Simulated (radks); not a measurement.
# Valence configurations of Ag

Aim: which of several valence configurations of Ag lies lowest at this level, and whether it is the one NIST lists ([Kr] 4d10 5s1).

Method: scalar-relativistic Kohn-Sham, BLYP, spin-polarised, spherical densities, point nucleus; open shells are filled with parallel spins first. Code: radks (a radial shooting solver on a logarithmic mesh, Libxc functionals) version 1.

## (1) Starting point

```
element       : silver (Z = 47)
charge        : 0
electrons     : 47
configuration : [Kr] 4d10 5s1
others tried  : 4d10 5p1; 4d9 5s1 5p1; 4d9 5s2; 4d8 5s1 5p2; 4d10 5s0.5 5p0.5; 4d9 5s1.5 5p0.5; 4d9.5 5s0.5 5p1; 4d8.5 5s1 5p1.5; 4d9.5 5s1.5
```

The outer shells:

Ag
```
[Kr] core
4d [↑↓][↑↓][↑↓][↑↓][↑↓]
5s [↑ ]
```

## (2) [Kr] 4d10 5s1

Settings of this run:

```text
Z 47
configuration [Kr] 4d10 5s1
relativity scalar-relativistic
functional b88,lyp
spin polarised
nucleus point
c 137.035999084
```

## (3) [Kr] 4d10 5p1

Settings of this run:

```text
Z 47
configuration [Kr] 4d10 5p1
relativity scalar-relativistic
functional b88,lyp
spin polarised
nucleus point
c 137.035999084
```

## (4) [Kr] 4d9 5s1 5p1

Settings of this run:

```text
Z 47
configuration [Kr] 4d9 5s1 5p1
relativity scalar-relativistic
functional b88,lyp
spin polarised
nucleus point
c 137.035999084
```

## (5) [Kr] 4d9 5s2

Settings of this run:

```text
Z 47
configuration [Kr] 4d9 5s2
relativity scalar-relativistic
functional b88,lyp
spin polarised
nucleus point
c 137.035999084
```

## (6) [Kr] 4d8 5s1 5p2

Settings of this run:

```text
Z 47
configuration [Kr] 4d8 5s1 5p2
relativity scalar-relativistic
functional b88,lyp
spin polarised
nucleus point
c 137.035999084
```

## (7) [Kr] 4d10 5s0.5 5p0.5

Settings of this run:

```text
Z 47
configuration [Kr] 4d10 5s0.5 5p0.5
relativity scalar-relativistic
functional b88,lyp
spin polarised
nucleus point
c 137.035999084
```

## (8) [Kr] 4d9 5s1.5 5p0.5

Settings of this run:

```text
Z 47
configuration [Kr] 4d9 5s1.5 5p0.5
relativity scalar-relativistic
functional b88,lyp
spin polarised
nucleus point
c 137.035999084
```

## (9) [Kr] 4d9.5 5s0.5 5p1

Settings of this run:

```text
Z 47
configuration [Kr] 4d9.5 5s0.5 5p1
relativity scalar-relativistic
functional b88,lyp
spin polarised
nucleus point
c 137.035999084
```

## (10) [Kr] 4d8.5 5s1 5p1.5

Settings of this run:

```text
Z 47
configuration [Kr] 4d8.5 5s1 5p1.5
relativity scalar-relativistic
functional b88,lyp
spin polarised
nucleus point
c 137.035999084
```

## (11) [Kr] 4d9.5 5s1.5

Settings of this run:

```text
Z 47
configuration [Kr] 4d9.5 5s1.5
relativity scalar-relativistic
functional b88,lyp
spin polarised
nucleus point
c 137.035999084
```

Q: Predict the outcome of this session. Wanted: for each run, valence; E − E(NIST configuration); moment; highest level; its energy; 1s shift.

**Answer**, as computed:

| valence | E − E(NIST configuration) (eV) | moment (μB) | highest level | its energy (eV) | 1s shift (eV) |
| --- | --- | --- | --- | --- | --- |
| 4d10 5s1 | 0.000 | 1 | 5s up | -4.677 | +0.00 |
| 4d9.5 5s1.5 | 1.731 | 1 | 5s down | -4.797 | -2.06 |
| 4d10 5s0.5 5p0.5 | 1.934 | 1 | 5p up | -1.398 | -1.02 |
| 4d9 5s2 | 3.886 | 1 | 5s down | -5.442 | -4.25 |
| 4d10 5p1 | 3.949 | 1 | 5p up | -1.804 | -1.92 |
| 4d9.5 5s0.5 5p1 | 5.734 | 2 | 5p up | -2.040 | -3.84 |
| 4d9 5s1.5 5p0.5 | 5.925 | 2 | 5p up | -1.821 | -5.15 |
| 4d9 5s1 5p1 | 7.843 | 3 | 5p up | -2.285 | -5.89 |
| 4d8.5 5s1 5p1.5 | 12.893 | 4 | 5p up | -2.879 | -8.85 |
| 4d8 5s1 5p2 | 18.689 | 5 | 5p up | -3.445 | -11.86 |

In words: The NIST configuration is the lowest of those tried, 1.731 eV under 4d9.5 5s1.5. The energies are those of spherical high-spin densities, not of single terms. The 1s eigenvalue shifts by up to 11.86 eV as the valence charge is rearranged.
